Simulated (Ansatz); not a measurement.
**B2O3: vertical ionisation energy**

One table from this session's results is given with a row withheld; the runs are named, their logs left out.

Method: unrestricted cation, the program's frozen cores in correlated methods; program: Ansatz 0.2.0, Gaussian basis.

Plan: UKS PBE-D4/def2-TZVPP; UKS r2SCAN-D4/def2-TZVPP; UKS PBE0-D4/def2-TZVPP; UKS B3LYP-D4/def2-TZVPP; UKS wB97X-V/def2-TZVPP; UKS wB97M-V/def2-TZVPP; UKS B2PLYP/def2-TZVPP; UHF-CCSD(T)/def2-TZVPP; UHF-MP2/def2-QZVPP; extrapolation to the limit; then −ε(HOMO) from the neutral's earlier runs with LDA (SPW92), PBE-D4, revPBE-D4, BLYP-D4, r2SCAN-D4, B97M-V, PBE0-D4, B3LYP-D4, r2SCANh-D4, r2SCAN0-D4, HSE06-D4, BHLYP-D4, CAM-B3LYP-D4, LC-ωPBE, ωB97X-V, ωB97M-V.

## The relaxed structure

An earlier PBE0-D4 in a triple-zeta def2 set relaxation fixed the geometry.

SMILES `O=BOB=O`, 5 atoms, charge 0, spin multiplicity 1.

Atoms are counted from 1 here; the program's logs count them from 0.

Bond lengths: O1–B2 1.205 Å, B2–O3 1.322 Å, O3–B4 1.322 Å, B4–O5 1.205 Å. Angles: O1–B2–O3 177.8°, B2–O3–B4 141.5°, O3–B4–O5 177.8°.

The first run:

File in.yaml:

```yaml
crystal:
  periodic: [false, false, false]
  atoms:
    - {symbol: O, position_ang: [-0.948529, 0.503264, -2.166876]}
    - {symbol: B, position_ang: [-0.473998, 0.055122, -1.154457]}
    - {symbol: O, position_ang: [0.045158, -0.483547, -0.064502]}
    - {symbol: B, position_ang: [0.483929, -0.161523, 1.140266]}
    - {symbol: O, position_ang: [0.893440, 0.086684, 2.245568]}
basis:
  gaussian: {orbitals: def2-TZVPP}
total_charge: 1
magnetization: {spin_polarized: true, initial_magnetization: 1}
hamiltonian: {xc: pbe, dispersion: d4}
```

Started as:

```sh
$ ansatz run in.yaml --threads 4 --pin off --events-out ev --progress --plain --max-ram 10444MiB
```

Steps of the session up to this table: Cation, UKS PBE-D4/def2-TZVPP; Cation, UKS r2SCAN-D4/def2-TZVPP; Cation, UKS PBE0-D4/def2-TZVPP; Cation, UKS B3LYP-D4/def2-TZVPP; Cation, UKS wB97X-V/def2-TZVPP; Cation, UKS wB97M-V/def2-TZVPP; Cation, UKS B2PLYP (frozen core)/def2-TZVPP; Cation, UHF-CCSD(T)/def2-TZVPP; Cation, UHF-MP2/def2-QZVPP.

One table of the session follows, with a row left open; its other results are not shown here.

Orbital estimates, from the neutral's runs:

```
  functional  −ε(HOMO) (eV)
 LDA (SPW92)           8.88
      PBE-D4           8.62
   revPBE-D4           8.54
     BLYP-D4              ?
   r2SCAN-D4           8.96
      B97M-V           8.95
     PBE0-D4          10.21
    B3LYP-D4           9.94
  r2SCANh-D4           9.55
  r2SCAN0-D4          10.46
    HSE06-D4           9.80
    BHLYP-D4          11.72
CAM-B3LYP-D4          11.69
     LC-ωPBE          13.08
     ωB97X-V          12.67
     ωB97M-V          12.59
```

**Question.** Estimate the row for BLYP-D4.

Worked estimate for «−ε(HOMO) (eV)». Against the share of exact exchange, B3LYP-D4 (0.2, 9.94), BHLYP-D4 (0.5, 11.72) give a slope of 5.93 per unit share; at 0 the line stands at 8.75.

The run gave: −ε(HOMO) (eV): 8.50. In «−ε(HOMO) (eV)» the line misses by +0.25.
